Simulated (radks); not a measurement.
# The Coulomb parameter U of the 5d shell of Ta⁺

The task here is to estimate one member of a computed series from the others.

Program: radks (a radial shooting solver on a logarithmic mesh, Libxc functionals) version 1. Level of theory: Dirac Kohn-Sham, PBE, spin-unpolarised, spherical densities, point nucleus; open shells are shared between the two j in proportion to 2j + 1. These are calculated values, not measurements, unless marked.

**What is computed**

| Property | Result |
| --- | --- |
| element | tantalum (Z = 73) |
| charge | +1 |
| electrons | 72 |
| configuration | [Xe] 4f14 5d2 6s1 6p1 |

Outer shells as boxes (Hund's rule):

Ta⁺
```
[Xe] core
4f [↑↓][↑↓][↑↓][↑↓][↑↓][↑↓][↑↓]
5d [↑ ][↑ ][  ][  ][  ]
6s [↑ ]
6p [↑ ][  ][  ]
```

The first run:

The run's settings:

```text
Z 73
configuration [Xe] 4f14 5d2 6s1 6p1
relativity Dirac
functional pbe,pbe
spin unpolarised
j_filling average
nucleus point
c 137.035999084
```

Among the steps run: Start: [Xe] 4f14 5d2 6s1 6p1.

One of the session's tables, all rows but one given; the rest of the session is left out.

It belongs to the step «Start: [Xe] 4f14 5d2 6s1 6p1». Radial moments (bohr):

| level | <r> | outermost maximum (interpolated) | 90 % within | nodes |
| --- | --- | --- | --- | --- |
| 5p3/2 | 1.316 | 1.15 | 1.92 | 3 |
| 4f5/2 | 0.6328 | 0.439 | 1.06 | 0 |
| 4f7/2 | 0.6435 | 0.444 | 1.08 | 0 |
| 5d3/2 | 1.947 | 1.50 | 3.05 | 2 |
| 6s1/2 | ? | ? | ? | ? |
| 5d5/2 | 2.011 | 1.55 | 3.15 | 2 |
| 6p1/2 | 3.626 | 3.14 | 5.31 | 4 |
| 6p3/2 | 3.900 | 3.39 | 5.70 | 4 |

Q: Estimate the row for 6s1/2 from the others.

The run gave: <r>: 2.959; outermost maximum (interpolated): 2.60; 90 % within: 4.29; nodes: 5. In the column «<r>» it lies between 5d5/2 (2.011) and 6p1/2 (3.626).
